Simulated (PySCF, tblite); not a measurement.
# C₈H₂₀AlN: geometry, infrared bands and NMR shifts

What infrared bands and NMR shifts should C₈H₂₀AlN (`CC(C)[C@@H]1C[CH2][AlH2-][N+]1(C)C`) show?

Computed with tblite 0.8.0 and PySCF 2.14.0, with density-fitted response routines of our own, on a single molecule in the gas phase. Atoms count from 0, in the outputs and in this text.

### 1 The molecule as given

30 atoms, charge 0, multiplicity 1; geometry from: force field or distance geometry start.

Bonds of the start (Å): C0–C1 1.54, C1–C2 1.56, C1–C3 1.57, C3–C4 1.57, C4–C5 1.53, C5–Al6 1.94, Al6–N7 1.93, N7–C8 1.49, N7–C9 1.48, N7–C3 1.49, C0–H10 1.11, C0–H11 1.11, C0–H12 1.10, C1–H13 1.11, C2–H14 1.12, C2–H15 1.10, C2–H16 1.11, C3–H17 1.10, C4–H18 1.11, C4–H19 1.12, C5–H20 1.11, C5–H21 1.11, Al6–H22 1.60, Al6–H23 1.59, C8–H24 1.11, C8–H25 1.10, C8–H26 1.11, C9–H27 1.11, C9–H28 1.11, C9–H29 1.11.

### 2 Relaxing the molecule with GFN2-xTB

Job settings and geometry (Å):

```
{"job": {"kind": "relax", "xc": "GFN2-xTB", "basis": "xTB"}, "charge": 0, "multiplicity": 1}
C      2.562100     1.137000    -0.355300
C      1.586500    -0.043100    -0.190900
C      2.106600    -0.934300     0.980200
C      0.103100     0.461800    -0.038700
C     -0.303900     0.778400     1.444000
C     -1.747100     1.290400     1.481200
Al    -2.574200     0.269600     0.049000
N     -0.925200    -0.407000    -0.683300
C     -0.817700    -1.851300    -0.351000
C     -0.947000    -0.237600    -2.152200
H      2.511000     1.807600     0.529500
H      2.281200     1.721600    -1.258400
H      3.591500     0.780700    -0.474000
H      1.687300    -0.646300    -1.113300
H      2.186500    -0.334700     1.917100
H      3.098500    -1.335800     0.740800
H      1.432200    -1.790500     1.163900
H      0.067600     1.444200    -0.537400
H     -0.233400    -0.126400     2.076900
H      0.380400     1.550800     1.871500
H     -2.212400     1.100600     2.476100
H     -1.784900     2.376100     1.240100
H     -3.478000    -0.903400     0.645800
H     -3.332300     1.215300    -0.983600
H     -1.677600    -2.414300    -0.773700
H      0.089400    -2.297100    -0.773900
H     -0.826200    -2.008800     0.747400
H     -1.054700     0.835200    -2.435900
H     -1.785400    -0.797000    -2.618500
H     -0.002000    -0.613300    -2.606800
```

Run with:

```sh
$ OMP_NUM_THREADS=1 python probes_run.py task.json out
```

This one command runs all jobs of the session in turn.

**Question.** This job is followed by: GFN2-xTB harmonic vibrations, gas phase; PBE0-D3(BJ)/def2-SVP geometry optimisation, gas phase; GIAO PBE0/pcSseg-1 NMR shielding, non-relativistic, gas phase; GIAO HF/pcSseg-1 NMR shielding, non-relativistic, gas phase. Predict these results of the whole session: strongest single infrared mode (GFN2-xTB); zero-point energy (GFN2-xTB); point group; rotational constants (main isotopes); 13C shifts against TMS (PBE0/pcSseg-1); 1H shifts against TMS (PBE0/pcSseg-1, means over atoms taken as alike); 27Al shifts against AlH4- (PBE0/pcSseg-1); 15N shifts against NH3 (PBE0/pcSseg-1); range of the shift of N7.

**Answer**, as computed:

| quantity | value |
| --- | --- |
| strongest single infrared mode (GFN2-xTB) | 678 cm⁻¹, 516 km/mol |
| zero-point energy (GFN2-xTB) | 163.6 kcal/mol |
| point group | C1 |
| rotational constants (main isotopes) | 1.59, 0.84, 0.73 GHz |
| 13C shifts against TMS (PBE0/pcSseg-1) | 74.1, 46.5, 40.3, 25.2, 25.1, 23.9, 19.8, 0.8 ppm |
| 1H shifts against TMS (PBE0/pcSseg-1, means over atoms taken as alike) | 4.13, 4.12, 2.43, 2.18, 1.87, 1.83, 1.68, 1.40, 0.97, 0.87, 0.14, 0.02 ppm |
| 27Al shifts against AlH4- (PBE0/pcSseg-1) | 104.7 ppm |
| 15N shifts against NH3 (PBE0/pcSseg-1) | 53.2 ppm |
| range of the shift of N7 | 28.1 to 53.2 ppm |

What this shows: Relaxing lowered the energy by 0.680 eV in 101 steps; the close pair that moved most is Al6–N7, from 1.927 to 2.069 Å (GFN2-xTB). All 84 modes are real, so the xTB geometry is a minimum. The strongest single mode, at 678 cm⁻¹, is carried by H23, H22, Al6. GFN2-xTB is a fitted tight-binding method: band positions and strengths are rough. Its intensities can rank the bands wrongly. Relaxing lowered the energy by 0.305 eV in 13 steps; the close pair that moved most is C0–H12, from 1.035 to 1.100 Å (PBE0/def2-SVP). No frequency check was run at this level, so the end point may be a saddle. The most deshielded carbon is C3 (sp3 CH bonded to N), at 74.1 ppm: deshielded by the electronegative neighbour. At PBE0/pcSseg-1: The largest span, 72 ppm, is at C9, where the paramagnetic term is -111 ppm. Across the 2 runs the shift of N7 moves most, between 28.1 (HF/pcSseg-1) and 53.2 ppm (PBE0/pcSseg-1).
